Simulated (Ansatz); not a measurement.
Crystal: MnS.

```xyz
4
Lattice="2.6122 2.6122 5.2245 2.6122 -2.6122 0.0000 2.6122 2.6122 0.0000" Properties=species:S:1:pos:R:3 pbc="T T T"
Mn    0.0000    0.0000    0.0000
Mn    2.6122    0.0000    2.6122
S     2.6122    2.6122    2.6122
S     2.6122    0.0000    0.0000
```

The cell isn't the ideal one: another cell of the same crystal, with 4 atoms.

Base run:

| Quantity | Value |
| --- | --- |
| Program | Ansatz 0.2.0 |
| Functional | PBEsol |
| Potentials or basis | Ansatz PAW |
| Cutoff | 420 eV (not typed: the program's choice for these potentials) |
| k mesh | 6 × 6 × 6 |
| Occupations | gaussian, width 0.05 eV |
| Spin | collinear spin, ferrimagnetic start |
| Starting moments | [4.0, -2.0, 0.0, 0.0] μB |
| Hubbard terms | Mn d U = 2 eV |

Its results: band gap on the k mesh 0.48 eV; pressure -2.7 GPa; net moment 0.00 μB per cell; site moments Mn +4.40, -4.40; S -0.05, +0.05 μB.

Q: The run is repeated on the same cell with these changes: functional from PBEsol to PBE; hubbard terms from Mn d U = 2 eV to none; hubbard projectors from ortho-atomic (the default) to none. What comes out?

A: Band gap on the k mesh none (metal or under the smearing width); pressure -3.0 GPa; net moment 0.00 μB per cell; site moments Mn +4.24, -4.24; S -0.06, +0.06 μB.

Several settings changed at once, so the effect can't be laid on one alone.

Caveats: the magnetic or orbital state may not be the lowest (some runs); the PAW data sets come from PBE, with cores solved anew for the run's functional, which leaves a small shift of forces and pressure (some runs); semilocal functionals often make such compounds metallic where correlation or magnetic order opens a gap, which also shifts bond lengths (some runs).

A k mesh can miss the band edges.
